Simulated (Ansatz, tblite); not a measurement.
# n-GeGeGeSiGeGeH14 (SiGe₅H₁₄): a ladder of methods and basis sets

The task here is to estimate one member of a computed series from the others.

Program: Ansatz 0.2.0, Gaussian basis. Level of theory: as each input shows. These are calculated values, not measurements.

Levels to be run: GFN1-xTB, GFN2-xTB, PBE-D4/def2-TZVP, r2SCAN-D4/def2-TZVP, ωB97M-V/def2-TZVP, PBE-QIDH/def2-TZVP, PBE-D4/def2-SVP, PBE0-D4/def2-SVP, MP2/def2-SVP.

4 further runs of the same task are left out: 2 that didn't finish, 2 set aside as unsound or not needed.

### The relaxed structure

The singlet was relaxed beforehand with PBE-D4/def2-SVP.

20 atoms, charge 0, spin multiplicity 1.

Bond lengths: Ge1–Ge2 2.440 Å, Ge1–H7 1.552 Å, Ge1–H8 1.552 Å, Ge1–H9 1.553 Å, Ge2–Ge3 2.442 Å, Ge2–H10 1.555 Å, Ge2–H11 1.555 Å, Ge3–Si4 2.395 Å, Ge3–H12 1.556 Å, Ge3–H13 1.556 Å, Si4–Ge5 2.400 Å, Si4–H14 1.508 Å, Si4–H15 1.508 Å, Ge5–Ge6 2.441 Å, Ge5–H16 1.556 Å, Ge5–H17 1.556 Å, Ge6–H18 1.552 Å, Ge6–H19 1.552 Å and more. Angles: Ge2–Ge1–H7 109.8°, Ge2–Ge1–H8 111.7°, Ge2–Ge1–H9 109.8°, H7–Ge1–H8 108.5°, H7–Ge1–H9 108.1°, H8–Ge1–H9 108.9°, Ge1–Ge2–Ge3 109.3°, Ge1–Ge2–H10 109.9°, Ge1–Ge2–H11 110.1°, Ge3–Ge2–H10 108.4°, Ge3–Ge2–H11 111.3°, H10–Ge2–H11 107.8°, Ge2–Ge3–Si4 108.4°, Ge2–Ge3–H12 110.1°, Ge2–Ge3–H13 109.7°, Si4–Ge3–H12 109.5°, Si4–Ge3–H13 111.1°, H12–Ge3–H13 108.0° and more.

As a file:

```
Ge    2.2740   -0.2877   -1.4992
Ge    1.6402   -1.4208    0.5669
Ge    1.0509    0.2452    2.2525
Si   -0.6461    1.6716    1.3448
Ge   -2.4009    0.3281    0.4089
Ge   -1.9701   -0.3159   -1.9056
H     1.2906    0.8800   -1.7810
H     2.2529   -1.2539   -2.7131
H     3.7016    0.3063   -1.3554
H     0.4008   -2.3258    0.3163
H     2.8024   -2.3308    1.0554
H     0.5101   -0.4554    3.5325
H     2.3152    1.0609    2.6491
H    -1.2042    2.5799    2.4115
H    -0.0505    2.5345    0.2616
H    -2.5850   -0.9550    1.2701
H    -3.7479    1.1067    0.4471
H    -0.7767   -1.3032   -1.9984
H    -1.6352    0.9409   -2.7515
H    -3.2220   -1.0056   -2.5124
```

PBE0-D4/def2-TZVP was run before; its log isn't repeated, and its numbers join the tables.

Set-up of the first run:

Tight binding, by tblite at 300 K electronic temperature and without a spin-polarisation term:

```python
tblite.interface.Calculator('GFN1-xTB', numbers, positions, charge=0, uhf=0).singlepoint()
```

Tight binding, by tblite at 300 K electronic temperature and without a spin-polarisation term:

```python
tblite.interface.Calculator('GFN2-xTB', numbers, positions, charge=0, uhf=0).singlepoint()
```

start.molden holds the orbitals of an earlier run on this state, given as this run's starting guess.

in.yaml

```yaml
crystal:
  periodic: [false, false, false]
  atoms:
    - {symbol: Ge, position_ang: [2.274005, -0.287652, -1.499163]}
    - {symbol: Ge, position_ang: [1.640240, -1.420850, 0.566894]}
    - {symbol: Ge, position_ang: [1.050895, 0.245244, 2.252536]}
    - {symbol: Si, position_ang: [-0.646081, 1.671613, 1.344818]}
    - {symbol: Ge, position_ang: [-2.400917, 0.328058, 0.408884]}
    - {symbol: Ge, position_ang: [-1.970075, -0.315916, -1.905640]}
    - {symbol: H, position_ang: [1.290561, 0.880039, -1.781034]}
    - {symbol: H, position_ang: [2.252882, -1.253864, -2.713113]}
    - {symbol: H, position_ang: [3.701579, 0.306316, -1.355407]}
    - {symbol: H, position_ang: [0.400795, -2.325834, 0.316339]}
    - {symbol: H, position_ang: [2.802376, -2.330792, 1.055395]}
    - {symbol: H, position_ang: [0.510125, -0.455439, 3.532458]}
    - {symbol: H, position_ang: [2.315218, 1.060850, 2.649052]}
    - {symbol: H, position_ang: [-1.204241, 2.579894, 2.411457]}
    - {symbol: H, position_ang: [-0.050480, 2.534498, 0.261562]}
    - {symbol: H, position_ang: [-2.585010, -0.954967, 1.270080]}
    - {symbol: H, position_ang: [-3.747949, 1.106728, 0.447146]}
    - {symbol: H, position_ang: [-0.776722, -1.303210, -1.998384]}
    - {symbol: H, position_ang: [-1.635233, 0.940904, -2.751525]}
    - {symbol: H, position_ang: [-3.221968, -1.005597, -2.512368]}
basis:
  gaussian: {orbitals: def2-TZVP, initial_orbitals: start.molden}
hamiltonian: {xc: pbe, dispersion: d4}
scf: {omitted_lower_state_checks: [starts]}
output: {orbitals: {seedname: orbitals}}
```

Launch:

```
$ ansatz run in.yaml --threads 4 --pin off --events-out ev --progress --plain --max-ram 6963MiB
```

Among the steps run: PBE-D4/def2-TZVP; r2SCAN-D4/def2-TZVP; ωB97M-V/def2-TZVP; PBE-QIDH/def2-TZVP; PBE-D4/def2-SVP; PBE0-D4/def2-SVP; MP2/def2-SVP.

One table of the session follows, with a row left open; its other results are not shown here.

It belongs to the step «Binding energy». 

| level | binding an atom (eV) |
| --- | --- |
| HF/def2-SVP | 2.027 |
| PBE-D4/def2-SVP | 2.720 |
| PBE-D4/def2-TZVP | 2.721 |
| r2SCAN-D4/def2-TZVP | 2.771 |
| PBE0-D4/def2-SVP | 2.724 |
| PBE0-D4/def2-TZVP | 2.725 |
| ωB97M-V/def2-TZVP | ? |
| MP2/def2-SVP | 2.548 |

Estimate the missing values for ωB97M-V/def2-TZVP.

**Answer.** binding an atom (eV): 2.732. In the column «binding an atom (eV)» it lies between PBE0-D4/def2-TZVP (2.725) and r2SCAN-D4/def2-TZVP (2.771).

To keep in mind: Free atoms were run apart at each level; binding is atoms less cluster, divided by the number of atoms, without zero-point or spin-orbit terms.
